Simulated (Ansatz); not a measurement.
This script makes vertical energies of changing the electron count of C₂H₅BF, SMILES [CH2]B(C)F with Ansatz 0.2.0 through its Python package.

`c2h5bf_ip.py`
```python
import ansatz as az

SETTINGS = {
    "basis": "def2-SVPD",
    "functional": "HF",
}


def energy_of(molecule, charge=0, unpaired=0):
    calc = molecule.calculation().basis(gaussian=SETTINGS["basis"]).functional(SETTINGS["functional"])
    if charge:
        calc = calc.charge(charge)
    if unpaired:
        calc = calc.spin("collinear", total=unpaired)
    return calc.run().report["free_energy_ev"]

mol = (
    az.Crystal.molecule()
    .atom("C", (-0.2055, 1.3331, -0.6749))
    .atom("B", (0.0719, -0.168, -0.5158))
    .atom("C", (0.3061, -0.7645, 0.9167))
    .atom("F", (0.2185, -1.0117, -1.6801))
    .atom("H", (-0.3911, 1.6089, -1.7791))
    .atom("H", (-1.1827, 1.6402, -0.1329))
    .atom("H", (-0.5331, -0.6152, 1.568))
    .atom("H", (1.2447, -0.2348, 1.3874))
    .atom("H", (0.5598, -1.8343, 0.8936))
)

parent = energy_of(mol, 0, 1)
cation = energy_of(mol, 1, 0)
print(f"E(N)   = {parent:.5f} eV")
print(f"E(N-1) = {cation:.5f} eV  (0 unpaired)")
print(f"vertical ionisation energy {cation - parent:.3f} eV")
anion = energy_of(mol, -1, 0)
print(f"E(N+1) = {anion:.5f} eV  (0 unpaired)")
print(f"vertical electron affinity {parent - anion:.3f} eV" + ("" if anion < parent else " (unbound in this basis)"))
print(f"fundamental gap IP - EA = {cation + anion - 2 * parent:.3f} eV")
```

What does it cost to change the electron count at this fixed geometry?

At this unrelaxed geometry removing an electron costs 10.36 eV and adding one releases 0.06 eV.

What the script printed:

```console
$ python c2h5bf_ip.py
E(N)   = -5513.64482 eV
E(N-1) = -5503.27988 eV  (0 unpaired)
vertical ionisation energy 10.365 eV
E(N+1) = -5513.70004 eV  (0 unpaired)
vertical electron affinity 0.055 eV
fundamental gap IP - EA = 10.310 eV
```

Total energies depend on the basis set; only differences at equal settings carry meaning. The geometry is a force-field or estimated start, not a minimum of this method, and the basis set is short of its limit. All parts are taken at fixed geometry, without zero-point energy. At an unrelaxed start these energies can be a whole eV from those at the minimum, and a small affinity can change sign. The species is open-shell (spin multiplicity 2). Hartree-Fock leaves correlation out, so bond, atomisation and ionisation energies come out well too low. Only the spin states typed were run; another state of an ion can lie lower, by up to an eV or two. Wall time of the script: 3.5 s on 1 thread of Arm Neoverse V2, on a shared host, peak memory 0.29 GiB.

(Lines on the test bed's own set-up are left out of the output.)
